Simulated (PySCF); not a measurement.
# C₂HGa, a cluster of ions: interaction energy

Wanted: the interaction energy for `[Ga+]` with `[C-]#C`.

Programs: PySCF 2.14.0. All values are calculated, for the isolated system unless a continuum is named. Atoms count from 0, parts from 1.

## 1. The system as given

4 atoms, charge 0, multiplicity 1; geometry: GFN2-xTB. Parts: 1 = atom 0, `[Ga+]`, charge 1; 2 = atoms 1–3, `[C-]#C`, charge -1.

## 2. Relaxing the molecule at PBE0-D3(BJ)/def2-SVPD

What the job is given:

```
{"job": {"xc": "PBE0", "basis": "def2-SVPD", "d3": "d3bj", "grid": 2, "kind": "geom"}, "charge": 0, "multiplicity": 1, "parts": [{"atoms": "0-0", "charge": 1, "multiplicity": 1}, {"atoms": "1-3", "charge": -1, "multiplicity": 1}]}
Ga    -0.005463    -0.267363     0.407772
C      0.119457    -3.560004     0.615981
C      0.073547    -2.348346     0.537859
H      0.159510    -4.616161     0.683126
```

Run with:

```console
OMP_NUM_THREADS=1 python cluster_run.py task.json out
```

This one command runs all jobs of the session in turn.

**Question.** The jobs that follow are: CCSD(T)/aug-cc-pVDZ and MP2/aug-cc-pVTZ counterpoise interaction energy, frozen core, gas phase. Predict: point group; rotational constants (main isotopes); interaction energy, CCSD(T) limit estimate; MP2/aug-cc-pVTZ; T1 diagnostic.

**Answer**, as computed:

```
                                  quantity            value
                               point group              C∞v
      rotational constants (main isotopes)   3.48, 3.48 GHz
interaction energy, CCSD(T) limit estimate  -179.8 kcal/mol
                           MP2/aug-cc-pVTZ  -180.4 kcal/mol
                             T1 diagnostic           0.0110
```

What this shows: The optimisation took 7 steps and gained 0.038 eV; among the close pairs (by a distance rule), Ga0–C2 changed most, from 2.087 to 2.017 Å. The interaction energy leaves out the deformation of the parts, 0.73 kcal/mol (MP2); added to the CCSD(T) estimate it gives a binding of about -179.0 kcal/mol. The estimate adds CCSD(T) less MP2 in the small basis (+1.86 kcal/mol) to extrapolated MP2. Hartree-Fock gives -171.7 against -179.8 kcal/mol.
